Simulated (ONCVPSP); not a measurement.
# Pseudopotential generation for Cl: ONCV, PBE

Do these settings give a usable potential? It is generated, then checked for transferability, scattering, ghosts and hardness.

Method: ONCVPSP 4.0.1, PBE, scalar-relativistic.

## (1) Starting point

Typed settings, in words:

```
element                 : chlorine (Cl, Z = 17)
type                    : optimised norm-conserving Vanderbilt (ONCV)
frozen core             : [Ne]
valence charge          : 7
reference configuration : 3s1.75 3p5.25
partial waves           : 3s: rc 1.20 bohr, ncon 4, nbas 7, qcut 5.8 1/bohr, 3 projectors, debl 0.3 Ha; 3p: rc 1.35 bohr, ncon 4, nbas 8, qcut 6.8 1/bohr, 2 projectors, debl 4 Ha; d scattering state at 0.02 Ha: rc 1.00 bohr, ncon 3, nbas 7, qcut 10.2 1/bohr, 1 projector
local potential         : polynomial inside 0.60 bohr (lpopt 5, dvloc0 3 Ha)
core correction         : not asked for
```

The nodes and maxima of the atom's own shells, from an earlier all-electron run, set the scale for the radii.

All-electron outer shells of the reference configuration (PBE, scalar-relativistic, ld1.x):

```tsv
shell	level (eV)	outermost node (bohr)	outermost maximum (bohr)
2s	-253.05	0.12	0.36
2p	-191.97	–	0.30
3s	-20.86	0.55	1.27
3p	-8.73	0.53	1.43
```

## (2) Generation

Input file Cl.dat:

```
# ATOM AND REFERENCE CONFIGURATION
# atsym  z   nc   nv     iexc    psfile
  Cl 17.00    3    2        4      upf
#
#   n    l    f
    1    0    2.00
    2    0    2.00
    2    1    6.00
    3    0    1.75
    3    1    5.25
#
# PSEUDOPOTENTIAL AND OPTIMIZATION
# lmax
    2
#
#   l,   rc,      ep,       ncon, nbas, qcut
    0    1.20    0.00    4    7    5.80
    1    1.35    0.00    4    8    6.80
    2    1.00    0.02    3    7   10.20
#
# LOCAL POTENTIAL
# lloc, lpopt,  rc(5),   dvloc0
    4    5    0.60    3.00
#
# VANDERBILT-KLEINMAN-BYLANDER PROJECTORs
# l, nproj, debl
    0    3    0.30
    1    2    4.00
    2    1    3.40
#
# MODEL CORE CHARGE
# icmod, fcfact, rcfact
    0    0.00    0.00
#
# LOG DERIVATIVE ANALYSIS
# epsh1, epsh2, depsh
   -2.00    5.00    0.02
#
# OUTPUT GRID
# rlmax, drl
    6.00    0.01
#
# TEST CONFIGURATIONS
# ncnf
    4
# nvcnf
#   n    l    f
    2
    3    0    2.00
    3    1    5.00
#
    2
    3    0    2.00
    3    1    4.00
#
    2
    3    0    2.00
    3    1    3.00
#
    2
    3    0    2.00
    3    1    4.50
#
```

Started as:

```sh
$ oncvpsp.x < Cl.dat > Cl.out
```

Before running it: what results should come out? Wanted: cutoffs for 1 and 0.1 mHa per electron, occupied waves; bound ghosts; GHOST(+) flags; largest test error; largest phase difference near zero energy, channels read; projector energies reset by the program.

**Answer**, as computed:

| quantity | value |
| --- | --- |
| cutoffs for 1 and 0.1 mHa per electron, occupied waves | 16 Ha and 29 Ha |
| bound ghosts | s at -240.43 eV |
| GHOST(+) flags | s at 283 eV, s at 1271 eV |
| largest test error (AE − PS) | +6.4 meV, for 3s2 3p3 |
| largest phase difference near zero energy, channels read | 0.000 rad |
| projector energies reset by the program | s: -0.767, 0.250, 0.550 Ha |

It has a bound ghost (s), a state that the atom doesn't have, and that rules the file out. Close by lies the frozen 2s level (-253.0 eV). The worst unpolarised test, 3s2 3p3, is off by 6.4 meV on 36.3 eV; by total energies transferability rates as good. Atomic tests can pass in spite of a ghost, since they solve only for the levels asked. By its cutoff, 16 Ha for the looser tolerance, it is soft on the atom at that tolerance. At the looser tolerance the 3s wave is the slowest; 3p needs 13 Ha. Near zero energy the phases of the channels with partial waves agree within 0.001 rad. The program also flags highly localised states, GHOST(+) (s). All of this concerns the isolated atom, not yet a solid.
